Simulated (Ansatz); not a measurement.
Li, space group P2_13, a short molecular-dynamics run

Program: Ansatz 0.2.0, Python API.

Interactive session:
```pycon
>>> import ansatz as az
>>> from ase import Atoms
>>> from ase.neighborlist import neighbor_list
>>> import numpy as np
>>> from pymatgen.core import Lattice, Structure
>>> from pymatgen.io.ase import AseAtomsAdaptor
>>> pmg_structure = Structure(
...     Lattice([(4.45444, 0.0, 0.0), (0.0, 4.45444, 0.0), (0.0, 0.0, 4.45444)]),
...     ["Li", "Li", "Li", "Li"],
...     [
...         (0.874568, 0.125432, 0.625432),
...         (0.374568, 0.374568, 0.374568),
...         (0.125432, 0.625432, 0.874568),
...         (0.625432, 0.874568, 0.125432),
...     ],
... )
>>> system = az.Crystal.from_ase(AseAtomsAdaptor.get_atoms(pmg_structure))
>>> system.resolved().sites[-1]
Site(symbol='Li', position=(0.625432, 0.874568, 0.125432), moment=None, axis=None, held=None, saved=None)
>>> calc = (
...     system.supercell(2, 1, 1).calculation()
...     .kpoints(1, 2, 2)
...     .functional("r2SCAN")
...     .scf(tolerance=1e-07)
...     .basis(37 * az.Ry)
...     .pseudopotentials("paw")
...     .occupations("cold", width=0.05)
...     .md("nvt_nose_hoover", timestep=0.5, steps=20, temperature=1200, initial_velocities="maxwell_boltzmann", seed=193)
... )
>>> steps = []
>>> def follow(event):
...     if event["event"] != "md_step":
...         return
...     row = event["data"]
...     steps.append(row)
...     print(f"t = {row['time_fs']:6.1f} fs  E_pot = {row['lagrangian_ev']:.4f} eV  E_kin = {row['e_kin_ev']:.4f} eV  T = {row['temperature_k']:7.1f} K")
...
>>> res = calc.session().plan(threads=1).execute(on_event=follow)
DeckWarning: md: disabling space-group detection — thermal motion breaks the input geometry's symmetry, so no spatial operation reduces the k-mesh or symmetrises the density; time reversal is kept, so that k and −k are solved as one point where they differ and the mesh holds both, and exact exchange and, on two spinor [...]
t =    0.0 fs  E_pot = -1638.6762 eV  E_kin = 1.0858 eV  T =  1200.0 K
t =    0.5 fs  E_pot = -1638.6759 eV  E_kin = 1.0855 eV  T =  1199.7 K
t =    1.0 fs  E_pot = -1638.6750 eV  E_kin = 1.0846 eV  T =  1198.7 K
t =    1.5 fs  E_pot = -1638.6734 eV  E_kin = 1.0830 eV  T =  1196.9 K
t =    2.0 fs  E_pot = -1638.6712 eV  E_kin = 1.0808 eV  T =  1194.5 K
t =    2.5 fs  E_pot = -1638.6683 eV  E_kin = 1.0779 eV  T =  1191.2 K
t =    3.0 fs  E_pot = -1638.6647 eV  E_kin = 1.0743 eV  T =  1187.3 K
t =    3.5 fs  E_pot = -1638.6604 eV  E_kin = 1.0700 eV  T =  1182.5 K
t =    4.0 fs  E_pot = -1638.6554 eV  E_kin = 1.0650 eV  T =  1177.0 K
t =    4.5 fs  E_pot = -1638.6497 eV  E_kin = 1.0593 eV  T =  1170.7 K
t =    5.0 fs  E_pot = -1638.6432 eV  E_kin = 1.0528 eV  T =  1163.6 K
t =    5.5 fs  E_pot = -1638.6360 eV  E_kin = 1.0456 eV  T =  1155.6 K
t =    6.0 fs  E_pot = -1638.6281 eV  E_kin = 1.0377 eV  T =  1146.8 K
t =    6.5 fs  E_pot = -1638.6193 eV  E_kin = 1.0290 eV  T =  1137.2 K
t =    7.0 fs  E_pot = -1638.6099 eV  E_kin = 1.0195 eV  T =  1126.8 K
t =    7.5 fs  E_pot = -1638.5997 eV  E_kin = 1.0093 eV  T =  1115.5 K
t =    8.0 fs  E_pot = -1638.5888 eV  E_kin = 0.9985 eV  T =  1103.5 K
t =    8.5 fs  E_pot = -1638.5772 eV  E_kin = 0.9869 eV  T =  1090.7 K
t =    9.0 fs  E_pot = -1638.5650 eV  E_kin = 0.9747 eV  T =  1077.2 K
t =    9.5 fs  E_pot = -1638.5522 eV  E_kin = 0.9620 eV  T =  1063.2 K
t =   10.0 fs  E_pot = -1638.5389 eV  E_kin = 0.9488 eV  T =  1048.6 K
>>> report = res.report
>>> report["n_iterations"], report["closed_by"]
(2, 'deck_thresholds')
>>> report["mixing_algorithm"], report["preconditioner"], report["eigensolver"]
('MSR1', 'Kerker', 'band_cg')
>>> {key: value for key, value in report.items() if isinstance(value, (int, float)) and "ev" in key}
{'n_hpsi_unsolved_levels': 72, 'gap_by_band_count_ev': -2.5131495634443897, 'fermi_energy_ev': 0.7351136488209159, 'harris_foulkes_ev': -1638.538933114028, 'scf_correction_max_component_ev_ang': 0.00015837643146360638, 'free_energy_ev': -1638.5389331132599, 'internal_energy_ev': -1638.5296999623863, 'lagrangian_ev': -1638.5389331132599, 'energy_sigma0_ev': -1638.535855396302, 'lagrangian_sigma0_ev': -1638.535855396302, 'lagrangian_above_aufbau_ev': -0.0019469603257404938, 'entropy_ts_ev': 0.009233150873646265}
>>> temperature = np.array([s["temperature_k"] for s in steps])
>>> print(f"mean temperature of the second half {temperature[len(steps) // 2 :].mean():.1f} K")
mean temperature of the second half 1111.7 K
>>> track = np.array([s["positions_ang"] for s in steps])
>>> names = np.array([site.symbol for site in res.lattice.sites])
>>> for name in sorted(set(names)):
...     msd = ((track[:, names == name] - track[0, names == name]) ** 2).sum(axis=2).mean(axis=1)
...     print(f"mean square displacement of {name} (A^2):", np.round(msd[:: max(len(msd) // 6, 1)], 4))
...
mean square displacement of Li (A^2): [0.     0.0008 0.0034 0.0076 0.0134 0.0207 0.0295]
>>> symbols = [site.symbol for site in res.lattice.sites]
>>> pairs = np.concatenate([neighbor_list("d", Atoms(symbols, positions=s["positions_ang"], cell=res.lattice.cell_ang, pbc=True), 4.5) for s in steps[len(steps) // 2 :]])
>>> counts, edges = np.histogram(pairs, bins=np.arange(0.5, 4.51, 0.25))
>>> for low, count in zip(edges, counts / (len(symbols) * len(steps[len(steps) // 2 :]))):
...     print(f"{low:4.2f}-{low + 0.25:4.2f} A  {count:6.2f} neighbours an atom")
...
0.50-0.75 A    0.00 neighbours an atom
0.75-1.00 A    0.00 neighbours an atom
1.00-1.25 A    0.00 neighbours an atom
1.25-1.50 A    0.00 neighbours an atom
1.50-1.75 A    0.00 neighbours an atom
1.75-2.00 A    0.00 neighbours an atom
2.00-2.25 A    0.00 neighbours an atom
2.25-2.50 A    0.20 neighbours an atom
2.50-2.75 A    3.34 neighbours an atom
2.75-3.00 A    2.45 neighbours an atom
3.00-3.25 A    0.00 neighbours an atom
3.25-3.50 A    0.00 neighbours an atom
3.50-3.75 A    0.00 neighbours an atom
3.75-4.00 A    1.16 neighbours an atom
4.00-4.25 A    8.02 neighbours an atom
4.25-4.50 A    7.91 neighbours an atom
>>> kept = np.array([s["conserved_ev"] for s in steps], float)
>>> print(f"conserved energy drifts by {1000 * (kept[-1] - kept[0]) / len(res.lattice.sites):+.3f} meV/atom")
conserved energy drifts by +0.001 meV/atom
```

Caveats:
- Total energies depend on the potentials; only differences at equal settings carry meaning.
- The conserved energy holds the terms of thermostat and barostat.
- For a metal this mesh is far too coarse, so the numbers only illustrate the procedure.
- The zero of the levels is a convention of the potentials, so an absolute Fermi energy is no work function.
- Within a few hundredths of an angstrom the cell has the higher group P4_132; the lower one is a small distortion.
- A gap by band count of zero or less means overlapping bands, a metal.
- This isn't the structure that Li takes at ambient conditions.
- Gaps and levels are Kohn-Sham values on a finite set of k-points.
- Warnings are shown shortened and without file and line.
- A small cell, a coarse mesh and a very short run: it shows the set-up and gives no equilibrium averages.
- The whole script took 2.4 min on 1 thread of Arm Neoverse V1, on a shared host, peak memory 0.52 GiB.

(Lines on the test bed's own set-up are left out of the output.)
